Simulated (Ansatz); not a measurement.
# CH3CuS: the cost of one run

All numbers are computed with the Python package of Ansatz 0.2.0. Level of theory: CAM-B3LYP/def2-SVP.

## 1. The system

Bond lengths: C1–S2 1.752 Å, S2–Cu3 2.195 Å, C1–H4 1.089 Å, C1–H5 1.114 Å, C1–H6 1.151 Å. Angles: C1–S2–Cu3 136.2°, S2–C1–H4 111.6°, S2–C1–H5 113.7°, S2–C1–H6 112.4°, H4–C1–H5 104.2°, H4–C1–H6 107.0°, H5–C1–H6 107.3°.

The script holds or builds the structure itself.

## 2. The script

freq.py

```python
'''Harmonic frequencies of CH3CuS at its relaxed geometry.'''

import itertools

import ansatz as az
from ase import Atoms
from ase.data import atomic_numbers, covalent_radii
from ase.thermochemistry import IdealGasThermo
import numpy as np

geometry_ang = [
    ('C', (-0.4136, 0.3875, -0.3675)),
    ('S', (0.3062, -1.0898, 0.2407)),
    ('Cu', (1.932, -1.6075, 1.6208)),
    ('H', (-1.207, 0.1818, -1.0841)),
    ('H', (0.2995, 1.0362, -0.9266)),
    ('H', (-0.875, 1.0278, 0.4705)),
]
mol = az.Crystal.molecule()
for symbol, xyz in geometry_ang:
    mol = mol.atom(symbol, xyz)

calculation = mol.calculation().basis(gaussian='def2-SVP').functional('cam_b3lyp')
symbols = [site.symbol for site in mol.cartesian_sites]
start = np.array([site.position_ang for site in mol.cartesian_sites], dtype=float)
def progress(event):
    if event['event'] == 'relax_step':
        row = event['data']
        print(f'step {row["step"]:3d}  E = {row["lagrangian_ev"]:.6f} eV  largest force component {row["allowed_force_max_ev_ang"]:.4f} eV/A')


summary = calculation.relax(force_tolerance=0.003, max_steps=100).session().plan().execute(on_event=progress).report
end = np.array(summary['positions_ang'])

# pairs closer than 1.2 times the sum of covalent radii, before or after
radius = [covalent_radii[atomic_numbers[s]] for s in symbols]
span = lambda where, i, j: np.linalg.norm(where[i] - where[j])
bonded = [(i, j) for i, j in itertools.combinations(range(len(symbols)), 2) if min(span(start, i, j), span(end, i, j)) < 1.2 * (radius[i] + radius[j])]
print('pair        before    after (A)')
for i, j in bonded:
    print(f'{symbols[i]}{i}-{symbols[j]}{j}'.ljust(10), f'{span(start, i, j):8.4f} {span(end, i, j):8.4f}')

# same settings at the minimum
minimum = az.Crystal.molecule()
for symbol, place in zip(symbols, end):
    minimum = minimum.atom(symbol, place.tolist())
vibrating = (
    minimum.calculation()
    .basis(gaussian='def2-SVP')
    .functional('cam_b3lyp')
    .phonons(temperatures=(298.15, 498.15, 100))
)
vib = vibrating.run(threads=1).report['vibrations']
sums = vib['harmonic_sums']
modes = [m['omega_inv_cm'] for m in sums['modes_at_gamma'] if m['rigid_motion'] == 'no']
print('frequencies (1/cm):', ' '.join(f'{w:.0f}' for w in modes))
print('imaginary modes:', sum(w < 0 for w in modes), ' zero-point energy:', round(sums['zero_point_energy_ev'], 4), 'eV')
# rigid rotor and ideal gas, symmetry number taken as one
gas = IdealGasThermo(vib_energies=[w / 8065.544 for w in modes if w > 0], geometry='linear' if len(modes) == 3 * len(symbols) - 5 else 'nonlinear',
                     atoms=Atoms(symbols, positions=end), symmetrynumber=1, spin=0.0)
print(f'H(298 K) - E = {gas.get_enthalpy(298.15, verbose=False):.4f} eV')
print(f'S(298 K, 1 bar) = {96485.33 * gas.get_entropy(298.15, 1e5, verbose=False):.1f} J/(mol K) with symmetry number 1')
```

## 3. The calls as engine input

The package turns the script's settings into the engine's input (first run):

```yaml
crystal:
  periodic: [false, false, false]
  atoms:
    - { symbol: C, position_ang: [-0.4136, 0.3875, -0.3675] }
    - { symbol: S, position_ang: [0.3062, -1.0898, 0.2407] }
    - { symbol: Cu, position_ang: [1.932, -1.6075, 1.6208] }
    - { symbol: H, position_ang: [-1.207, 0.1818, -1.0841] }
    - { symbol: H, position_ang: [0.2995, 1.0362, -0.9266] }
    - { symbol: H, position_ang: [-0.875, 1.0278, 0.4705] }
basis:
  gaussian:
    orbitals: def2-SVP
hamiltonian:
  xc: cam_b3lyp
relax:
  f_tol: 0.003
  max_steps: 100
```

## 4. Launch

The run is started by

```sh
$ python freq.py
```

What time and memory should one allow on 1 thread of Arm Neoverse V2, shared host?

About 1.9 min, with a peak of 0.3 GiB.
